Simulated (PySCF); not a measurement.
# F3H3Si2: the cost of one run

Computed with PySCF 2.14.0; each step states its level. No surroundings beyond the atoms listed, unless a continuum is named. Atoms count from 0, parts from 1.

## Step 1: The system as given

Each species was relaxed by itself at PBE0-D3(BJ)/def2-SVPD.

## Step 2: Energies of the species: wB97M-D3(BJ)/def2-TZVPD

The job: settings as JSON, then the geometry in Å.

```
{"job": {"kind": "react", "xc": "wB97M-D3(BJ)", "basis": "def2-TZVPD"}, "charge": 0, "multiplicity": 1}
-1 F3HSi charge 0 multiplicity 1
F     -0.787030    -1.208440    -0.667600
Si    -0.008970    -0.003040     0.055890
F     -0.502460     1.372360    -0.613200
F      1.558850    -0.172390    -0.254860
H     -0.261750    -0.004460     1.499490

-1 H2Si charge 0 multiplicity 1
Si    -0.010880     0.708270     0.001230
H     -1.106130    -0.364550     0.020390
H      1.086080    -0.362780     0.021840

+1 F3H3Si2 charge 0 multiplicity 1
F      0.126500    -1.615770     1.572050
Si    -0.653550    -0.491710     0.709340
F     -1.292840     0.544460     1.773490
F     -1.894430    -1.244360    -0.004500
Si     0.730050     0.571210    -0.831220
H      1.352640    -0.477620    -1.686280
H      1.768760     1.330420    -0.080830
H     -0.109950     1.490710    -1.648540
```

Level: wB97M-D3(BJ)/def2-TZVPD reaction energy of separated species, gas phase.

Command:

```
$ OMP_NUM_THREADS=1 python cluster_run.py task.json out
```

One launch serves the whole session: the jobs run in the order shown.

**Question.** How long does this first job take on 1 thread of Arm Neoverse V2, shared host, and how much memory does it need?

About 25 s, with a peak of 0.79 GiB.
